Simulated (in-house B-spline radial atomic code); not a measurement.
# Cu⁸⁺: ionisation energy by several methods

One table from this session's results is given with a row withheld; the runs are named, their logs left out.

Method: non-relativistic, several functionals, spin-polarised; spherical all-electron atom at the radial basis limit. Code: in-house B-spline radial atomic code version 1.

### The atom as given

| Quantity | Value |
| --- | --- |
| element | copper (Z = 29) |
| charge | +8 |
| electrons | 21 |
| configuration | [Ar] 3d3 |
| nucleus | point |

Outer shells as boxes (Hund's rule):

[Ar] 3d3
```
[Ar] core
3d [↑ ][↑ ][↑ ][  ][  ]
```

Where spins are not typed, each open shell is filled with up spins first.

Set-up of the first run:

The run's settings:

```ini
Z = 29
electrons = 21.0
configuration = [Ar] 3d3
hamiltonian = nr
method = tpss,tpss
spin_polarised = True
```

Steps of the session up to this table: TPSS; PBE; OLYP; PBEsol; SCAN; M06-L; BP86; LDA (PW92); AM05.

One of the session's tables, all rows but one given; the rest of the session is left out.

```
    method  ΔSCF (eV)
LDA (PW92)     200.00
       PBE     199.77
      OLYP     200.73
    PBEsol     199.72
      BP86     199.81
      AM05     199.78
      TPSS     199.60
      SCAN          ?
     M06-L     200.09
```

**Question.** Estimate the row for SCAN.

The run gave: ΔSCF (eV): 200.08. In the column «ΔSCF (eV)» it lies between LDA (PW92) (200.00) and M06-L (200.09).

Members of this set that are not shown: 12 used exact exchange with fractional occupations of an open shell, which is unsound here.

Caveats from the session: Meta-GGA runs start from a PBE run whose iterations are not counted.
